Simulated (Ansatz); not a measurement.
# C₄H₈Cl₂F₂Si₂: basis-set convergence

An exercise on one series of results from a longer session: the logs are not shown, and one member is left open.

Computed with Ansatz 0.2.0, Gaussian basis. Level: one geometry, several basis sets.

Levels to be run: PBE0-D4/def2-SVP; ωB97M-V/def2-SVP; PBE0-D4/def2-QZVPP; ωB97M-V/def2-QZVPP; the functionals' def2-TZVPP values are taken from earlier runs.

## The geometry

The geometry comes from an earlier relaxation with PBE0-D4 in a triple-zeta def2 set; it is a stationary point, not always the lowest conformer.

SMILES `C[Si](C)(Cl)/C=C\[Si](F)(F)Cl`, 18 atoms, charge 0, spin multiplicity 1.

Atoms are counted from 1 here; the program's logs count them from 0.

Bond lengths: C1–Si2 1.857 Å, C1–H11 1.092 Å, C1–H12 1.093 Å, C1–H13 1.092 Å, Si2–C3 1.859 Å, Si2–Cl4 2.076 Å, Si2–C5 1.883 Å, C3–H14 1.092 Å, C3–H15 1.091 Å, C3–H16 1.093 Å, C5–C6 1.338 Å, C5–H17 1.092 Å, C6–Si7 1.831 Å, C6–H18 1.091 Å, Si7–F8 1.580 Å, Si7–F9 1.585 Å, Si7–Cl10 2.026 Å. Angles: Si2–C1–H11 110.8°, Si2–C1–H12 110.3°, Si2–C1–H13 110.2°, H11–C1–H12 108.3°, H11–C1–H13 108.6°, H12–C1–H13 108.6°, C1–Si2–C3 113.5°, C1–Si2–Cl4 107.8°, C1–Si2–C5 111.4°, C3–Si2–Cl4 107.1°, C3–Si2–C5 113.1°, Cl4–Si2–C5 103.3°, Si2–C3–H14 110.9°, Si2–C3–H15 111.8°, Si2–C3–H16 109.2°, H14–C3–H15 108.7°, H14–C3–H16 108.2°, H15–C3–H16 108.0° and more.

The first run:

Input file in.yaml:

```yaml
crystal:
  periodic: [false, false, false]
  atoms:
    - {symbol: C, position_ang: [-0.257358, -2.193692, -0.524462]}
    - {symbol: Si, position_ang: [-0.840753, -0.773039, 0.519901]}
    - {symbol: C, position_ang: [0.308079, -0.364465, 1.922740]}
    - {symbol: Cl, position_ang: [-2.661175, -1.309439, 1.360544]}
    - {symbol: C, position_ang: [-1.276845, 0.722977, -0.536493]}
    - {symbol: C, position_ang: [-0.485131, 1.653214, -1.082304]}
    - {symbol: Si, position_ang: [1.341605, 1.747045, -1.004937]}
    - {symbol: F, position_ang: [1.896823, 2.343136, -2.358674]}
    - {symbol: F, position_ang: [1.992070, 0.312008, -0.829891]}
    - {symbol: Cl, position_ang: [2.030437, 2.913317, 0.502328]}
    - {symbol: H, position_ang: [-0.985479, -2.427488, -1.303672]}
    - {symbol: H, position_ang: [-0.118209, -3.084768, 0.092320]}
    - {symbol: H, position_ang: [0.694890, -1.946503, -0.999109]}
    - {symbol: H, position_ang: [-0.056433, 0.497063, 2.485362]}
    - {symbol: H, position_ang: [1.318688, -0.150623, 1.570242]}
    - {symbol: H, position_ang: [0.361386, -1.217880, 2.603318]}
    - {symbol: H, position_ang: [-2.348682, 0.834000, -0.710317]}
    - {symbol: H, position_ang: [-0.951411, 2.456441, -1.655096]}
basis:
  gaussian: {orbitals: def2-SVP}
hamiltonian: {xc: pbe0, dispersion: d4}
output: {orbitals: {seedname: orbitals}}
```

Steps of the session up to this table: PBE0-D4 in def2-SVP; ωB97M-V in def2-SVP; PBE0-D4 in def2-QZVPP; ωB97M-V in def2-QZVPP.

One table of the session follows, with a row left open; its other results are not shown here.

It belongs to the step «Functionals by basis». 

| functional | basis | HOMO (eV) | LUMO (eV) |
| --- | --- | --- | --- |
| PBE0-D4 | def2-SVP | -8.37 | -1.59 |
| PBE0-D4 | def2-TZVPP | -8.45 | -1.72 |
| PBE0-D4 | def2-QZVPP | ? | ? |
| ωB97M-V | def2-SVP | -10.55 | 0.57 |
| ωB97M-V | def2-TZVPP | -10.64 | 0.36 |
| ωB97M-V | def2-QZVPP | -10.66 | 0.30 |

Q: Estimate the row for PBE0-D4, def2-QZVPP from the others.

**Answer.** HOMO (eV): -8.47; LUMO (eV): -1.75. In the column «HOMO (eV)» it lies between ωB97M-V, def2-SVP (-10.55) and PBE0-D4, def2-TZVPP (-8.45).
